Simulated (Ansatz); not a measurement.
Runs of Ansatz 0.2.0 on Mg3ZnC. The structure is cubic, space group Pm-3m (No. 221). The conventional cell has a = 4.407 Å, b = 4.407 Å, c = 4.407 Å, α = 90.00°, β = 90.00°, γ = 90.00°. Around Zn (site symmetry m-3m) lie 12 Mg at 3.12 Å. Mg (site symmetry 4/mmm) has 2 C at 2.20 Å as nearest neighbours. C (site symmetry m-3m) is surrounded by 6 Mg at 2.20 Å. The cell comes from a database or a generator and needn't be the stable form of this composition.

```tsv
level	cutoff (eV)	gap on the mesh (eV)	pressure (GPa)
BLYP	420	none	1.1
r2SCAN	500	none	(a)
LDA	420	none	-4.3
RPBE	420	none	1.8
PBEsol	420	none	(b)
revPBE	420	none	1.4
PBE	420	none	-0.2
```

Alike in all rows: task projected density of states; potentials or basis Ansatz PAW; no spin polarisation; cell as given; k mesh 6 × 6 × 6; smearing fermi-dirac 0.05 eV.

Problem. Fill in the values left out.

Solution. (a) -1.6; (b) -1.8.

Caveats: the density of states is complete only up to the lowest level of the last band computed; the PAW data sets come from PBE, with cores solved anew for the run's functional, which leaves a small shift of forces and pressure (some runs).

A gap of «none» marks a metal or a gap under the smearing width.
